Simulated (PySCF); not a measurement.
# C5H7ClOSi: electronic excitations

Aim: predict the electronic excitations of C5H7ClOSi (`C#CCC(=O)[SiH2]CCl`).

Programs: PySCF 2.14.0, with density-fitted response routines of our own. Each step states its level of theory. These are calculated values for one molecule in the gas phase, unless marked as measured. Atoms are numbered from 0 throughout.

## Step 1: Starting geometry

15 atoms, charge 0, multiplicity 1; geometry from: GFN2-xTB.

Bonds of the start (Å): C0–C1 1.20, C1–C2 1.44, C2–C3 1.52, C3–O4 1.21, C3–Si5 1.93, Si5–C6 1.91, C6–Cl7 1.79, C0–H8 1.05, C2–H9 1.09, C2–H10 1.10, Si5–H11 1.46, Si5–H12 1.46, C6–H13 1.09, C6–H14 1.09.

## Step 2: TDDFT and polarisability: B3LYP/def2-SVPD

Job settings and geometry (Å):

```
{"job": {"kind": "uv", "xc": "B3LYP", "basis": "def2-SVPD", "nstates": 8, "ntriplets": 3}, "charge": 0, "multiplicity": 1}
C     -3.023219     0.793007     0.095015
C     -2.317273    -0.114809    -0.236795
C     -1.472334    -1.200960    -0.675265
C     -0.045266    -0.744430    -0.919560
O      0.592217    -1.151413    -1.861461
Si     0.714678     0.491827     0.352874
C      2.595282     0.415849     0.049170
Cl     3.418762     1.538404     1.168987
H     -3.653435     1.576941     0.391690
H     -1.880469    -1.665529    -1.577479
H     -1.422713    -1.959598     0.113181
H      0.210914     1.836701     0.088392
H      0.390742     0.039809     1.706321
H      3.019722    -0.569873     0.230665
H      2.867978     0.722063    -0.958959
```

Method: TDDFT B3LYP/def2-SVPD, vertical, gas phase, core orbitals frozen in the response.

Run with:

```sh
> OMP_NUM_THREADS=1 python probes_run.py task.json out
```

This one command runs all jobs of the session in turn.

The program printed:

```text
coarse grid: 14104 points
cycle   1  E = -1018.9132772025  dE =  8.998e-01  |g| = 8.090e-01  |ddm| = 9.750e+00
cycle   2  E = -1018.3291330989  dE =  5.841e-01  |g| = 1.863e+00  |ddm| = 4.084e+00
cycle   3  E = -1019.0460492552  dE = -7.169e-01  |g| = 1.915e-01  |ddm| = 2.657e+00
cycle   4  E = -1019.0540147322  dE = -7.965e-03  |g| = 8.569e-02  |ddm| = 5.066e-01
cycle   5  E = -1019.0551722407  dE = -1.158e-03  |g| = 5.503e-02  |ddm| = 1.935e-01
cycle   6  E = -1019.0559132750  dE = -7.410e-04  |g| = 7.488e-03  |ddm| = 7.329e-02
cycle   7  E = -1019.0559267934  dE = -1.352e-05  |g| = 2.374e-03  |ddm| = 1.504e-02
cycle   8  E = -1019.0559281513  dE = -1.358e-06  |g| = 7.037e-04  |ddm| = 4.771e-03
final grid: 128528 points
cycle   9  E = -1019.1971546609  dE = -2.966e-05  |g| = 5.484e-03  |ddm| = 1.046e-01
cycle  10  E = -1019.1971411796  dE =  1.348e-05  |g| = 9.620e-03  |ddm| = 1.850e-02
cycle  11  E = -1019.1971612314  dE = -2.005e-05  |g| = 1.983e-03  |ddm| = 1.131e-02
cycle  12  E = -1019.1971620186  dE = -7.872e-07  |g| = 3.192e-04  |ddm| = 2.511e-03
cycle  13  E = -1019.1971620418  dE = -2.315e-08  |g| = 1.430e-04  |ddm| = 6.157e-04
cycle  14  E = -1019.1971620459  dE = -4.132e-09  |g| = 6.885e-05  |ddm| = 2.690e-04
cycle  15  E = -1019.1971620471  dE = -1.183e-09  |g| = 1.263e-05  |ddm| = 9.762e-05
cycle  16  E = -1019.1971620471  dE = -4.206e-11  |g| = 2.295e-06  |ddm| = 2.424e-05
converged SCF energy = -1019.1971620471

Static polarisability (au): isotropic 101.255, principal 76.617 106.458 120.692

Singlet excitations
state   eV       nm        f      main configurations
  1   3.4664    357.7   0.00051   H->L 0.97
  2   5.3205    233.0   0.00370   H-1->L 0.86, H-2->L 0.13
  3   5.3369    232.3   0.00759   H-2->L 0.85, H-1->L 0.13
  4   5.6338    220.1   0.01051   H-4->L 0.94
  5   5.7774    214.6   0.00193   H-3->L 0.99
  6   5.8178    213.1   0.00183   H->L+1 0.95
  7   6.1266    202.4   0.03492   H->L+2 0.88
  8   6.3733    194.5   0.02212   H->L+3 0.86

Triplet excitations (Tamm-Dancoff, eV): 2.8462 5.1349 5.1812
```

Wall time 94 s (1 thread of Arm Neoverse N1, shared host); peak memory 0.92 GiB.

The orbitals next to the gap, with their largest atomic shares:

```
orbital     eV                        atoms
 HOMO−3  -8.35            Cl7 79 %, C6 13 %
 HOMO−2  -8.19     C0 41 %, C1 39 %, C2 8 %
 HOMO−1  -8.03   Cl7 54 %, C6 18 %, Si5 8 %
   HOMO  -7.00   O4 43 %, C3 16 %, Si5 11 %
   LUMO  -1.92    C3 38 %, O4 32 %, Si5 9 %
 LUMO+1  -0.25  Si5 22 %, Cl7 20 %, C6 10 %
 LUMO+2   0.00   Cl7 16 %, C0 16 %, C1 13 %
```

With each of the 8 states as a Gaussian band of 0.4 eV half-width at 1/e, the curve within the window shown has maxima at 201 nm (ε 2,200) L/(mol cm). Beyond the last state computed it falls off for lack of states. The curve at chosen wavelengths:

```json
{"nm": "186", "ε (L/mol/cm)": "730"}
{"nm": "196", "ε (L/mol/cm)": "2018"}
{"nm": "206", "ε (L/mol/cm)": "2041"}
{"nm": "216", "ε (L/mol/cm)": "1346"}
{"nm": "225", "ε (L/mol/cm)": "999"}
{"nm": "235", "ε (L/mol/cm)": "690"}
{"nm": "245", "ε (L/mol/cm)": "356"}
{"nm": "255", "ε (L/mol/cm)": "130"}
{"nm": "265", "ε (L/mol/cm)": "34"}
{"nm": "275", "ε (L/mol/cm)": "7"}
{"nm": "284", "ε (L/mol/cm)": "2"}
{"nm": "294", "ε (L/mol/cm)": "1"}
{"nm": "304", "ε (L/mol/cm)": "2"}
{"nm": "314", "ε (L/mol/cm)": "5"}
{"nm": "324", "ε (L/mol/cm)": "9"}
{"nm": "334", "ε (L/mol/cm)": "14"}
{"nm": "343", "ε (L/mol/cm)": "18"}
{"nm": "353", "ε (L/mol/cm)": "20"}
{"nm": "363", "ε (L/mol/cm)": "20"}
{"nm": "373", "ε (L/mol/cm)": "18"}
{"nm": "383", "ε (L/mol/cm)": "15"}
{"nm": "393", "ε (L/mol/cm)": "11"}
{"nm": "402", "ε (L/mol/cm)": "8"}
{"nm": "412", "ε (L/mol/cm)": "6"}
{"nm": "422", "ε (L/mol/cm)": "4"}
{"nm": "432", "ε (L/mol/cm)": "2"}
```

Leading natural transition orbitals of singlet state 7: the hole lies on O4 42 %; C3 13 %; C0, C2 about 9 % each; the particle on C0, C1 about 16 % each; Cl7 10 %; H8, H12 about 9 % each.

Leading natural transition orbitals of singlet state 1: the hole lies on O4 54 %; C2, C3 about 11 % each; Si5 9 %; the particle on C3 48 %; O4 31 %.

Further results of this job:

| property | computed |
| --- | --- |
| dipole moment (D) | 2.38 |
| polarisability (Å³) | 15.00 |
| HOMO–LUMO gap (eV) | 5.08 |
| −ε(HOMO) (eV) | 7.00 |

Orbitals, density, ELF and potential are computed afterwards from the orbital file.

Frontier orbitals at B3LYP/def2-SVPD, with the share of their density that lies nearest to each atom:

```
orbital  energy (eV)                    lies on
   HOMO        -7.00  O4 44 %; C3 14 %; C2 10 %
   LUMO        -1.92           C3 45 %; O4 29 %
```

ELF in a plane through or near 8 of the atoms.

Ten even steps from ' ' (0.00) to '@' (0.99):
```
                                                        
                                                        
                                                        
          ..::..                        ::==..          
      ..--++****==      ----..      ..==@@@@%%::        
      --**%%@@%%++    --####--    ::==##@@@@@@==        
    --##%%----%%++    **@@@@**  ..++**++##@@##::        
    ++%%@@::==##--..::::==##++  ::##%%--::**++::        
    ==##%%####%%**%%**--##  ::  --##**##%%##++--        
    ..++++==++--::%%%%::**..++..--**::==%%##==::        
            ====::**%%==**@@%%====%%%%****++::..        
          ..++%%##==::..%%%%--####--****::..            
          ..++##++..    ==++::##**--%%##--              
            ::--..    ::++##**====%%@@@@%%              
                      --++**==    %%@@@@@@..            
                      ::==++==..  --%%%%**              
                        ......                          
                                                        
                                                        
                                                        
```
The map spans 12.6 Å across and 9.6 Å up, centred on the molecule. Atoms in the plane (x, y in Å): C0 (2.9, 1.3), C1 (2.3, 0.2), C2 (1.7, -1.0), C3 (0.2, -1.0), Si5 (-0.8, 0.6), C6 (-2.6, 0.0), Cl7 (-3.7, 1.4), H9 (2.2, -1.8).

log10 of the density (e/Å³) in the same plane.

Ten even steps from '0' (-4.0) to '9' (1.4):
```
0000000000000000000000000000
0000000000000000000000000000
0000122211111100011122100000
0012333322222221122333320000
0124455543333332234455432000
0235666654445543345666542100
1246788765556654456777543100
1346789765566654567897543100
1245677777689765567876543100
1234566797779765679976532100
0123456787667776677765432000
0012346776556787787654321000
0001235555456787787653210000
0001233443456776677753210000
0000012223456665556643100000
0000001112345554444432100000
0000000001223433222221000000
0000000000012222111110000000
0000000000000010000000000000
0000000000000000000000000000
```
The map spans 12.6 Å across and 9.6 Å up, centred on the molecule. Atoms in the plane (x, y in Å): C0 (2.9, 1.3), C1 (2.3, 0.2), C2 (1.7, -1.0), C3 (0.2, -1.0), Si5 (-0.8, 0.6), C6 (-2.6, 0.0), Cl7 (-3.7, 1.4), H9 (2.2, -1.8).

On the surface of density 0.002 e/bohr³ the electrostatic potential runs, from the 1st to the 99th percentile, from -1.24 V near O4 to 1.52 V near H8.

## Step 3: Results

| quantity | value |
| --- | --- |
| lowest singlet (B3LYP/def2-SVPD) | 3.47 eV (358 nm), f = 0.001 |
| brightest single state of those computed | state 7, 6.13 eV, f = 0.035 |
| lowest triplet | 2.85 eV |
| surface potential, 1st and 99th percentile | -1.24 V and 1.52 V |

In words: The lowest singlet, at 3.47 eV, is HOMO→LUMO 0.97 and is dark; of the 8 states computed, the strongest absorption comes from state 7 at 6.13 eV. The lowest triplet lies 0.62 eV below the lowest singlet (triplets in Tamm-Dancoff, singlets in full TDDFT). At B3LYP/def2-SVPD, counted by nearest atom on the grid, the HOMO lies on O4 44 %; C3 14 %, the LUMO on C3 45 %; O4 29 %.
